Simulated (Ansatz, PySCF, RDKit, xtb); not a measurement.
**CH4NSn−: from the formula to a structure**

Only the formula CH4NSn− is given (charge -1). Aim: find the structure of lowest free energy at 298.15 K, then its properties.

Plan: many cheap relaxations first (GFN2-xTB), then density-functional screening, relaxation at PBE0-D3(BJ)/def2-SVPD, vibrations and a final energy. The numbers are computed, not measured.

6 further runs of the same task are left out: 6 set aside as unsound or not needed.

## Step 1: Possible bonding patterns

All bonding patterns within simple valence rules are listed by program: one Lewis structure each, at most two rings and one unusual centre or charged pair. O–O, O–halogen and N–halogen bonds and N–N–N chains are not drawn. That gives 25 candidates.

c040 [CH-]1[NH2+][SnH-]1; c074 [CH2]=[Sn-][NH2]; c078 [CH2-][NH][SnH] (triplet); c090 [CH-]1[NH][SnH2]1; c150 C[N]=[SnH-]; c177 [CH-]=[SnH][NH2]; c196 [CH-]=[Sn-][NH3+]; c284 [NH-][CH2][SnH] (triplet); c322 N[C-]=[SnH2]; c331 N[CH]=[SnH-]; c359 [CH2]1[N-][SnH2]1; c366 [C-]#[SnH-][NH3+]; c391 [CH2]1[NH][SnH-]1; c473 [CH-]=[NH+][SnH2-]; c479 [CH3][Sn-]=[NH]; c513 [NH3+][C-]=[SnH-]; c580 N=[C-][SnH3]; c679 [NH-][CH]=[SnH2]; c720 [CH2]=[SnH][NH-]; c829 [CH-]=[N][SnH3]; c844 [N-]=[CH][SnH3]; c889 [NH-][CH2][SnH]; c956 C=[N][SnH2-]; c980 [CH3][SnH]=[N-]; c987 [CH2-][NH][SnH].

Candidates are built by distance geometry, with a force field where one applies, in up to four conformers (letters a to d). 6 starts with atoms placed at random are added, to find patterns that the rules miss.

**Question.** With final energies at CCSD(T)/def2-SVPD + MP2/def2-TZVPPD - MP2/def2-SVPD, which structure will this search put lowest in free energy, and by what margin?

| quantity | value |
| --- | --- |
| lowest structure found | [CH3][Sn-]=[NH], singlet, Cs |
| next finalist | C=[N][SnH2-], singlet, 3.9 kcal/mol higher in G |
| share at equilibrium, among the finalists | 99.8 % |
| harmonic wavenumbers, lowest and highest (PBE0-D3(BJ)/def2-SVPD) | 61 and 3435 cm⁻¹ |
| rotational constants, same geometry | 0.3483, 0.1862, 0.1242 cm⁻¹ |
| HOMO energy (PBE0/def2-TZVPD) | -0.92 eV |
| LUMO energy (PBE0/def2-TZVPD) | 3.30 eV |
| HOMO–LUMO gap (to an unbound level, set by the basis) (PBE0/def2-TZVPD) | 4.22 eV |
| lowest excitation (TD-CAM-B3LYP/def2-SVPD) | 3.09 eV (f = 0.019) |
| strongest of the states computed, same level | 4.81 eV (f = 0.249) |
| lowest triplet excitation, same level, Tamm-Dancoff | 2.07 eV |
| vertical detachment energy | 2.44 eV |
| vertical triplet less singlet | +1.88 eV |

The search ends on `[CH3][Sn-]=[NH]`. Among the finalists first place is clear (3.9 kcal/mol); structures outside the list aren't covered. PBE0-D3(BJ)/def2-SVPD and MP2/def2-SVPD already put its bonding pattern lowest among the structures in one piece; GFN2-xTB and HF/def2-SVPD favour the singlet C=[N][SnH2-]; HF/STO-3G and r2SCAN-D4/def2-SVPD favour the singlet [NH][CH][SnH2] ‡. Spin-orbit coupling, which matters for elements this heavy, is left out. In an anion, excitations above the detachment energy lie in the continuum and hang on the basis, so they needn't be bound states. Lowest found is not proven lowest: the search is finite, and each finalist counts with one conformer. Patterns outside the rules of the enumeration were met only by chance.

‡ marks the bonded skeleton alone, with all bonds drawn single: no Lewis structure was assigned that passes a check against the bond lengths.
